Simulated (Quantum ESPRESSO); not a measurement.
AlCl (aluminium monochloride): real-space fields with PBE

Molecule: AlCl (aluminium monochloride), in a box.

```
Al Cl
1.0
     9.00000    0.00000    0.00000
     0.00000    9.00000    0.00000
     0.00000    0.00000   12.00000
Al Cl
1 1
Cartesian
  4.5130 4.5210 4.9689
  4.5130 4.5210 7.0991
```

```yaml
Program: Quantum ESPRESSO 7.5
Task: real-space fields
Functional: PBE
Potentials_or_basis: PseudoDojo 0.4.1 SR PBE standard
Cutoff: 789 eV
Density_cutoff: 3157 eV
k_mesh: 1 × 1 × 1
Occupations: fermi-dirac, width 0.05 eV
Spin: no spin polarisation
Boundary_across_the_vacuum: none
Mixing_beta: 0.5
Most_SCF_iterations: 120
SCF_threshold: 4e-10 Ry
```

```yaml
Largest_force: 0.371 eV/Å
Gap_between_the_frontier_levels: 3.71 eV
Dipole_moment: 1.44 D
```

Forces on the atoms (eV/Å):
```
Al   0.000  0.000 -0.371
Cl   0.000  0.000  0.371
```

Levels at points of the mesh, in eV from the valence-band top:
| k point | band 2 | band 3 | band 4 | band 5 | band 6 | band 7 |
| --- | --- | --- | --- | --- | --- | --- |
| (0.00, 0.00, 0.00) | -3.91 | -1.88 | -1.88 | 0.00 | 3.71 | 3.71 |

It took 48 s on 1 thread of AMD EPYC (Zen 3) (shared host), peak memory 0.31 GiB.

Caveat: this is a molecule in a periodic box, so the gap is that between its Kohn-Sham HOMO and LUMO and the box isn't a crystal. Expect the measured gap to be larger: semilocal functionals such as PBE lack the derivative discontinuity.
